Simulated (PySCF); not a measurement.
# MgPb−: bond curves at several levels of theory

An exercise on one series of results from a longer session: the logs are not shown, and one member is left open.

Program: PySCF 2.14.0. Level of theory: Mg def2-SVPD, Pb def2-SVPD with ECP60, scalar-relativistic core potentials. These are calculated values, not measurements.

3 further runs of the same task are left out: 3 set aside as unsound or not needed.

Set-up of the first run:

The job is set up so:

```yaml
atoms: Mg, Pb
charge: -1
basis: Mg def2-SVPD, Pb def2-SVPD with ECP60
Hamiltonian: scalar-relativistic core potentials
basis_functions: 53
electrons_treated: 35
masses_in_u: 23.9850, 207.9766
levels: PBE0, PBE, r²SCAN, M06, MN15, r²SCAN0, CAM-B3LYP, HF, MP2, SCS-MP2, CCSD, CCSD(T)
grid: 80 radial by 434 angular points
occupations: held fixed by the projection of orbital angular momentum
dissociation_limit: Mg + Pb−, each in its ground configuration
starting_distance_in_angstrom: 2.850
values_of_2S_to_try: 1, 3
```

Launch:

```bash
$ OMP_NUM_THREADS=1 python dia.py task.json out
```

Among the steps run: Input; The PBE0 curve of the state that the search chose; PBE (GGA); r²SCAN (meta-GGA); M06; MN15; r²SCAN0; CAM-B3LYP (range-separated hybrid); ROHF (mean field); Adding correlation.

One of the session's tables, all rows but one given; the rest of the session is left out.

Energy (eV) from each level's lowest point:

| R (Å) | ROHF | ROHF-MP2 | ROHF-SCS-MP2 | ROHF-CCSD | ROHF-CCSD(T) |
| --- | --- | --- | --- | --- | --- |
| 2.561 | 0.557 | 0.326 | 0.363 | n/a | n/a |
| 2.680 | 0.329 | 0.145 | 0.167 | 0.215 | 0.195 |
| 2.799 | 0.181 | 0.050 | 0.063 | 0.089 | 0.074 |
| 2.889 | 0.107 | 0.015 | 0.022 | 0.036 | 0.026 |
| 2.978 | 0.057 | 0.000 | 0.003 | 0.009 | 0.004 |
| 3.067 | ? | ? | ? | ? | ? |
| 3.187 | 0.004 | 0.018 | 0.013 | 0.009 | 0.015 |
| 3.335 | 0.000 | 0.056 | 0.045 | 0.040 | 0.053 |
| 3.514 | 0.015 | 0.114 | 0.097 | 0.093 | 0.114 |

Estimate the missing values for R (Å) = 3.067.

Worked estimate for «ROHF». A straight line through the neighbours (2.978, 0.057) and (3.187, 0.004) gives 0.057 + (0.004 − 0.057) × (3.067 − 2.978) / (3.187 − 2.978) = 0.034; a parabola fitted to 4 rows on both sides gives 0.027.

The run gave: ROHF: 0.026; ROHF-MP2: 0.001; ROHF-SCS-MP2: 0.000; ROHF-CCSD: 0.000; ROHF-CCSD(T): 0.000. In «ROHF» the line misses by +0.008 and the parabola by +0.001.
